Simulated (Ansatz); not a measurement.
# AlIn3Sb2: the cost of one run

Method: DFT PBE, scalar-relativistic, plane waves, PAW, in Ansatz 0.2.0.

1 further run of the same task is left out (set aside as unsound or not needed).

### 1 The starting structure

The structure is hexagonal, space group P-6m2 (No. 187). Conventional cell: a = 5.358 Å, b = 5.358 Å, c = 6.458 Å, α = 90.00°, β = 90.00°, γ = 120.00°. Al (site symmetry -6m2) has 5 In at 3.09 to 3.23 Å and 6 Sb at 3.44 Å as nearest neighbours. Around In (site symmetry -6m2) lie 3 In at 3.09 Å and 2 Al at 3.23 Å and 6 Sb at 3.54 Å. In (site symmetry -6m2) is surrounded by 3 Al at 3.09 Å and 2 In at 3.23 Å and 6 Sb at 3.44 Å. Around In (site symmetry -6m2) lie 5 In at 3.09 to 3.23 Å and 6 Sb at 3.54 Å. Around Sb (site symmetry 3m) lie 2 Sb at 3.02 to 3.44 Å and 3 Al at 3.44 Å and 9 In at 3.44 to 3.54 Å.

Structure file:

```
Al In Sb
1.0
     5.35771    0.00000    0.00000
    -2.67885    4.63991    0.00000
     0.00000    0.00000    6.45846
Al In Sb
1 3 2
Direct
  0.00000 0.00000 0.00000
  0.00000 0.00000 0.50000
  0.33333 0.66667 0.00000
  0.33333 0.66667 0.50000
  0.66667 0.33333 0.23341
  0.66667 0.33333 0.76659
```

It is the end of an earlier relaxation with the same method, from a database cell with other species swapped in; it is a trial structure. At a tolerance of 0.05 Å it has space group P-6m2 (No. 187); it has 26.76 Å³/atom, an uncorrected energy of +0.17 eV/atom over the elements.

### 2 Static run: bands, density of states and charges

File input.yaml:

```yaml
crystal:
  lattice:
    - [5.3577099542, 0.0, 0.0]
    - [-2.6788549771, 4.6399129264, 0.0]
    - [0.0, 0.0, 6.4584638018]
  atoms:
    - { symbol: Al, position: [0.0, 0.0, 0.0] }
    - { symbol: In, position: [0.0, 0.0, 0.5] }
    - { symbol: In, position: [0.3333333333, 0.6666666667, 0.0] }
    - { symbol: In, position: [0.3333333333, 0.6666666667, 0.5] }
    - { symbol: Sb, position: [0.6666666667, 0.3333333333, 0.2334148346] }
    - { symbol: Sb, position: [0.6666666667, 0.3333333333, 0.7665851654] }
basis:
  ecutwfc: 420
kpoints:
  mp_grid: { grid: [12, 12, 6] }
  band_path:
    path:
      - [[0.0, 0.0, 0.0], [0.5, 0.0, 0.0], [0.33333333, 0.33333333, 0.0], [0.0, 0.0, 0.0], [0.0, 0.0, 0.5], [0.5, 0.0, 0.5], [0.33333333, 0.33333333, 0.5], [0.0, 0.0, 0.5]]
      - [[0.5, 0.0, 0.5], [0.5, 0.0, 0.0]]
      - [[0.33333333, 0.33333333, 0.5], [0.33333333, 0.33333333, 0.0]]
    npoints: 14
hamiltonian:
  xc: pbe
scf:
  occupations: { method: gaussian, width: 0.1 }
  n_extra_bands: 15
output:
  forces: true
  stress: true
  eigenvalues: true
  populations: true
  dos: { projected: true, de: 0.02, nscf_kmesh: { grid: [15, 15, 8] } }
  bader: true
  write_density: true
  write_potential: true
  elf: true
  volumetric_format: npy
```

The run is started by

```bash
> ansatz run input.yaml --threads 1 --pin off --max-ram 2560MiB --backend cpu --events-out ev --progress --plain --runs-dir out
```

What time and memory should one allow on 1 thread of AMD EPYC 7R43 (Zen 3), shared host?

About 5.4 min, with a peak of 0.99 GiB.
